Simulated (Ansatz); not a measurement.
# GaH₃ + CH₅N: a complex and its separated parts

Aim: how far the complex at one end of a reaction step lies below its separated, relaxed parts, level by level.

The runs use Ansatz 0.2.0, Gaussian basis; PBE0-D4/def2-TZVP structures, single points in def2-TZVPP, no counterpoise correction.

Levels: SPW92, PBE-D4, BLYP-D4, r2SCAN-D4, B97M-V, PBE0-D4, B3LYP-D4, r2SCAN0-D4, BHLYP-D4, CAM-B3LYP-D4, wB97X-V, wB97M-V, B2PLYP, PBE-QIDH, RPA on PBE, Hartree-Fock, MP2, CCSD, CCSD(T).

Correlated methods freeze the cores. Filled d shells of the heavier atoms are correlated. B3LYP uses VWN-RPA correlation. B2PLYP carries no dispersion term here.

94 further runs of the same task are left out: 94 set aside as unsound or not needed.

### 1 The system as given

The complex: 11 atoms, charge 0, spin multiplicity 1.

Atoms are counted from 1 here; the program's logs count them from 0.

Bond lengths: Ga1–H2 1.583 Å, Ga1–H3 1.583 Å, Ga1–H4 1.583 Å, Ga1–N6 2.133 Å, H5–N6 1.014 Å, N6–C7 1.466 Å, N6–H8 1.014 Å, C7–H9 1.090 Å, C7–H10 1.090 Å, C7–H11 1.093 Å. Angles: H2–Ga1–H3 117.6°, H2–Ga1–H4 118.0°, H2–Ga1–N6 98.3°, H3–Ga1–H4 118.0°, H3–Ga1–N6 98.3°, H4–Ga1–N6 98.9°, Ga1–N6–H5 107.4°, Ga1–N6–C7 113.5°, Ga1–N6–H8 107.5°, H5–N6–C7 110.7°, H5–N6–H8 106.7°, C7–N6–H8 110.7°, N6–C7–H9 108.7°, N6–C7–H10 108.7°, N6–C7–H11 112.6°, H9–C7–H10 108.0°, H9–C7–H11 109.4°, H10–C7–H11 109.4°.

Geometry (Å):

```mol
CH8GaN
  3D, bonds by distance, orders not assigned

 11 10  0  0  0  0  0  0  0  0999 V2000
   -1.6637   -0.1182   -0.0870 Ga  0  0
   -1.5134   -1.5120   -0.8235 H   0  0
   -1.6973    1.1857   -0.9847 H   0  0
   -2.4339   -0.0883    1.2956 H   0  0
    0.4898   -0.7078    1.2862 H   0  0
    0.3320    0.0608    0.6436 N   0  0
    1.3448    0.0669   -0.4166 C   0  0
    0.3803    0.9133    1.1909 H   0  0
    1.2579   -0.8564   -0.9888 H   0  0
    1.1417    0.8995   -1.0896 H   0  0
    2.3616    0.1566   -0.0259 H   0  0
  1  2  8  0
  1  3  8  0
  1  4  8  0
  1  6  8  0
  5  6  8  0
  6  7  8  0
  6  8  8  0
  7  9  8  0
  7 10  8  0
  7 11  8  0
M  END
```

Its parts: GaH₃ holds atoms 1, 2, 3, 4; CH₅N holds atoms 5, 6, 7, 8, 9, 10, 11. Each part counts its atoms afresh in its own runs.

### 2 Relaxing GaH₃ alone

relax-a/in.yaml

```yaml
crystal:
  periodic: [false, false, false]
  atoms:
    - {symbol: Ga, position_ang: [-1.663711, -0.118242, -0.087045]}
    - {symbol: H, position_ang: [-1.513383, -1.511964, -0.823500]}
    - {symbol: H, position_ang: [-1.697315, 1.185747, -0.984722]}
    - {symbol: H, position_ang: [-2.433929, -0.088292, 1.295613]}
basis:
  gaussian: {orbitals: def2-TZVP}
hamiltonian: {xc: pbe0, dispersion: d4}
relax: {f_tol: 0.005, max_steps: 200}
```

Started as:

```bash
ansatz run in.yaml --threads 4 --pin off --events-out ev --progress --plain --max-ram 9574MiB
```

The runs that follow: Relaxing CH₅N alone; SPW92/def2-TZVPP; PBE-D4/def2-TZVPP; BLYP-D4/def2-TZVPP; r2SCAN-D4/def2-TZVPP; B97M-V/def2-TZVPP; PBE0-D4/def2-TZVPP; B3LYP-D4/def2-TZVPP; r2SCAN0-D4/def2-TZVPP; BHLYP-D4/def2-TZVPP; CAM-B3LYP-D4/def2-TZVPP; wB97X-V/def2-TZVPP; wB97M-V/def2-TZVPP; B2PLYP/def2-TZVPP; PBE-QIDH/def2-TZVPP; RPA on PBE/def2-TZVPP; CCSD(T)/def2-TZVPP; MP2/def2-QZVPP; Vibrations of GaH₃; Vibrations of CH₅N.

**Question.** What will these runs give? Wanted: complex less parts, CCSD(T)/def2-TZVPP; with zero-point energy; largest T1 diagnostic.

The runs gave:

| quantity | value |
| --- | --- |
| complex less parts, CCSD(T)/def2-TZVPP | -1.226 eV |
| with zero-point energy | -1.089 eV |
| largest T1 diagnostic | 0.013 |

What this shows: At CCSD(T) the complex lies 1.226 eV below its parts. Among the functionals PBE-QIDH lands nearest to CCSD(T) (+0.011 eV) and SPW92 farthest (-0.253 eV). By rung, the mean size of the error is: LDA 0.253, GGA 0.093, meta-GGA 0.031, hybrid 0.048, range-separated hybrid 0.056, double hybrid 0.073 eV. PBE-D4 gives a relative energy 0.053 eV too high, outside chemical accuracy (1 kcal/mol, 0.043 eV). No counterpoise was applied, and triple zeta lacks some correlation, so the CCSD(T) reference has a basis error of its own, and close matches with it are partly luck.
